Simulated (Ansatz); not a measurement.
# Mo (sc type): how the settings move a single-point run

Question: which choices in the input matter for Mo (sc type)?

This is Mo in the simple cubic structure; at room conditions it is bcc.

Method: reference: DFT, LDA, all-electron LAPW, scalar-relativistic, in Ansatz 0.2.0.

1 further run of the same task is left out (it didn't finish). Runs told in other sessions of the task aren't counted.

### Step 1. Starting point

The structure is cubic, space group Pm-3m (No. 221). Conventional cell: a = 2.555 Å, b = 2.555 Å, c = 2.555 Å, α = 90.00°, β = 90.00°, γ = 90.00°. Mo (site symmetry m-3m) has 6 Mo at 2.55 Å in its first shell of neighbours.

Coordinates:

```cif
data_structure
_symmetry_space_group_name_H-M 'Pm-3m'
_symmetry_Int_Tables_number 221
_cell_length_a 2.5547
_cell_length_b 2.5547
_cell_length_c 2.5547
_cell_angle_alpha 90.000
_cell_angle_beta 90.000
_cell_angle_gamma 90.000
_cell_volume 16.67
loop_
_atom_site_label
_atom_site_type_symbol
_atom_site_symmetry_multiplicity
_atom_site_Wyckoff_symbol
_atom_site_fract_x
_atom_site_fract_y
_atom_site_fract_z
_atom_site_occupancy
Mo1 Mo 1 a 0.00000 0.00000 0.00000 1
```

### Step 2. Baseline

input.yaml reads:

```yaml
crystal:
  lattice:
    - [2.554746112, 0.0, 0.0]
    - [0.0, 2.554746112, 0.0]
    - [0.0, 0.0, 2.554746112]
  atoms:
    - { symbol: Mo, position: [0.0, 0.0, 0.0] }
kpoints:
  mp_grid: { grid: [17, 17, 17] }
  band_path:
    path:
      - [0.0, 0.0, 0.0]
      - [0.0, 0.5, 0.0]
      - [0.5, 0.5, 0.0]
      - [0.0, 0.0, 0.0]
      - [0.5, 0.5, 0.5]
      - [0.0, 0.5, 0.0]
      - [0.5, 0.5, 0.5]
      - [0.5, 0.5, 0.0]
    npoints: 14
scf:
  occupations: { method: fermi_dirac, width: 0.05 }
hamiltonian:
  xc: lda
  pseudopotentials: { kind: all_electron, lapw: { basis_error: 0.001 } }
output:
  forces: true
  stress: true
  eigenvalues: true
  populations: true
  dos: { projected: true, de: 0.2, e_range: [-14, 8] }
```

Run with:

```console
> ansatz run input.yaml --threads 1 --pin off --max-ram 2048MiB --backend cpu --events-out ev --progress --plain --runs-dir out
```

### Step 3. Changing settings: dr2_threshold 1.0e-11, xc_grid 3

input.yaml: that of step 2 with these lines changed.

```diff
@@ -22,2 +22,3 @@
   occupations: { method: fermi_dirac, width: 0.05 }
+  convergence: { dr2_threshold: 1.0e-11 }
 hamiltonian:
@@ -30,2 +31,3 @@
   populations: true
-  dos: { projected: true, de: 0.2, e_range: [-14, 8] }
+basis:
+  xc_grid: 3
```

What does the calculation give? Wanted: for each run, ending; energy change; pressure; gap; force.

As calculated:

| run | ending | energy change | pressure (GPa) | gap (eV) | force (eV/Å) | cycles | time |
| --- | --- | --- | --- | --- | --- | --- | --- |
| reference | converged | 0 | 0.1 | 0.00 | 0.00 | 6 | 19 s |
| 1: dr2_threshold 1.0e-11, xc_grid 3 | converged | 0.0 meV/atom | 0.1 | 0.00 | 0.00 | 8 | 22 s |

Times don't compare one to one where runs were asked for different outputs or read a saved state (see the inputs); cycles may leave out searches for a lower state.

Residual by cycle in the longest SCF loop of each run; runs are numbered as in the table. The quantity is the density residual dr2, in eV.

| cycle | reference | run 1 |
| --- | --- | --- |
| 1 | 0.267 | 0.267 |
| 2 | 0.0494 | 0.0494 |
| 3 | 0.0066 | 0.0066 |
| 4 | 3.4e-5 | 3.4e-5 |
| 5 | 3.2e-7 | 3.2e-7 |
| 6 | 4.4e-10 | 4.4e-10 |
| 7 | - | 1.5e-11 |
| 8 | - | 4.7e-15 |

What this shows: The changed input (convergence setting and numerical grids) leaves the energy the same to the digits printed.
